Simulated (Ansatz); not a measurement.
## BF2GeH3, SMILES F[B](F)[GeH3]: energies of removing a hydrogen, step by step

With Ansatz's Python interface.

Notebook, run cell by cell (the value of a cell's last expression is shown):

```python
from dataclasses import dataclass

import ansatz as az
from ase import Atoms


@dataclass(frozen=True)
class Settings:
    basis: str = "def2-TZVP"
    functional: str = "CAM-B3LYP"


opts = Settings()
```

```python
def total_energy(molecule, charge=0, unpaired=0):
    calc = (
        molecule.calculation()
        .basis(gaussian=opts.basis)
        .functional(opts.functional)
    )
    if charge:
        calc = calc.charge(charge)
    if unpaired:
        calc = calc.spin("collinear", total=unpaired)
    report = calc.run().report
    if report["published_state_doubts"]:
        print("  doubts:", report["published_state_doubts"])
    return report["free_energy_ev"]

def without(molecule, index):
    rest = az.Crystal.molecule()
    for i, site in enumerate(molecule.cartesian_sites):
        if i != index:
            rest = rest.atom(site.symbol, site.position_ang)
    return rest
```

```python
atoms = Atoms(["F", "B", "F", "Ge", "H", "H", "H"], positions=[
    [0.926, -2.0903, 0.4482],
    [-0.2037, -1.0873, 0.4004],
    [-1.5483, -1.4552, 0.8526],
    [0.2067, 0.7896, -0.3017],
    [1.6179, 0.904, -0.7458],
    [-0.178, 1.8263, 0.8151],
    [-0.7594, 1.045, -1.5144],
])
molecule = az.Crystal.molecule_from_ase(atoms)
```

```python
whole = total_energy(molecule, 0)
hydrogen = total_energy(az.Crystal.molecule().atom("H", (0, 0, 0)), 0, 1)
print(f"E(molecule) = {whole:.5f} eV, E(H) = {hydrogen:.5f} eV")
for index in [6]:
    radical = total_energy(without(molecule, index), 0, 1)
    print(f"H{index}: homolysis {96.485332 * (radical + hydrogen - whole):.1f} kJ/mol")
```

    E(molecule) = -62683.30851 eV, E(H) = -13.57334 eV
    H6: homolysis 358.5 kJ/mol

Total energies depend on the basis set; only differences at equal settings carry meaning. The geometry is a force-field or estimated start, not a minimum of this method, and the basis set is short of its limit. All parts are taken at fixed geometry, without zero-point energy. It ran for 12 s on 1 thread of Arm Neoverse V2, on a shared host, peak memory 0.53 GiB.

(Lines on the test bed's own set-up are left out of the output.)
